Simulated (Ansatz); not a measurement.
What does this script print? It uses Ansatz's Python interface.

`nabeh3.vasp`
```text
NaBeH3
1.0
   3.34289200    0.00000000    0.00000000
   0.00000000    3.34289200    0.00000000
   0.00000000    0.00000000    3.34289200
Na Be H
1 1 3
Direct
   0.50000000    0.50000000    0.50000000
   0.00000000    0.00000000    0.00000000
   0.50000000    0.00000000    0.00000000
   0.00000000    0.50000000    0.00000000
   0.00000000    0.00000000    0.50000000
```

`nabeh3_pdos.py`
```python
# -*- coding: utf-8 -*-
"""Projected density of states of NaBeH3."""

from dataclasses import dataclass

import ansatz as az
from ase.io import read
import numpy as np


@dataclass
class Options:
    xc: str = "PBEsol"
    kmesh: tuple[int, ...] = (5, 5, 5)
    occupations: str = "fixed"
    extra_bands: int = 16


opts = Options()


def main():
    atoms = read("nabeh3.vasp", format="vasp")
    structure = az.Crystal.from_ase(atoms)

    model = structure.calculation()
    model = model.functional(opts.xc)
    model = model.basis(38 * az.Ry)
    model = model.kpoints(*opts.kmesh)
    model = model.occupations(opts.occupations)
    model = model.scf(extra_bands=opts.extra_bands)
    model = model.density_of_states(projected=True, method="smearing", broadening_width=0.15, energy_step=0.1)
    outcome = model.run()
    data = outcome.report

    dos = outcome.density_of_states()
    energy = np.asarray(dos.energies_ev) - dos.fermi_ev
    curves = {}
    for site in outcome.projected_density_of_states().sites:
        for shell in site.shells:
            weight = sum(np.sum(curve.g_bin_mean_per_ev, axis=0) for curve in shell.curves)
            name = f"{site.species} {shell.label}"
            curves[name] = curves.get(name, 0) + weight

    print("E-EF   " + " ".join(f"{name:>8s}" for name in curves))
    for e in np.arange(-10, 6 + 0.1, 1.0):
        print(f"{e:5.1f}  " + " ".join(f"{np.interp(e, energy, g):8.3f}" for g in curves.values()))


if __name__ == "__main__":
    main()
```

`python nabeh3_pdos.py` gives:
```text
E-EF      Na 2S    Na 3S    Na 2P    Be 2S     H 1S
-10.0     0.000    0.001    0.000    0.001    0.001
 -9.0     0.003    0.065    0.001    0.056    0.126
 -8.0     0.002    0.043    0.003    0.086    0.188
 -7.0     0.000    0.014    0.001    0.041    0.116
 -6.0     0.000    0.012    0.002    0.070    0.287
 -5.0     0.001    0.120    0.007    0.057    1.673
 -4.0     0.000    0.036    0.001    0.145    1.265
 -3.0     0.000    0.002    0.002    0.003    0.880
 -2.0     0.000    0.011    0.000    0.019    0.280
 -1.0     0.000    0.000    0.000    0.000    0.001
  0.0     0.000    0.000    0.000    0.000    0.316
  1.0     0.000    0.000    0.000    0.002    0.000
  2.0     0.000    0.028    0.000    0.038    0.000
  3.0     0.001    0.076    0.000    0.038    0.012
  4.0     0.001    0.187    0.000    0.129    0.070
  5.0     0.002    0.435    0.000    0.249    0.238
  6.0     0.003    0.807    0.000    0.068    0.261
```

What to keep in mind:
- Along an axis with an odd division the mesh misses the point at one half; a gap read on a finite mesh is an upper bound on this functional's gap.
- Semilocal gaps usually lie well under measured ones.
- Under fixed occupations the level called the Fermi level is the highest filled one on the SCF mesh; off the mesh a filled band can lie a little above it.
- The crystal has a gap of about 1.38 eV on the mesh; any density of states at or just above the Fermi level is the tail of the broadening.
- The structure comes from a database of computed cells and needn't be a stable or known phase.
- Curves are summed over the cell's atoms. Only shells that the potentials hold have channels, so projections don't add up to the total, least of all where a shell is missing (p of most metals); heights and places of peaks move with the mesh.
- The density of states is complete only as far up as bands were computed.
- Timing: 2.3 s on 1 thread of Arm Neoverse V1 (shared host), peak memory 0.37 GiB.

(A comment or docstring line of the script was reworded after the run, the code is as it ran; lines on the test bed's own set-up are left out of the output.)
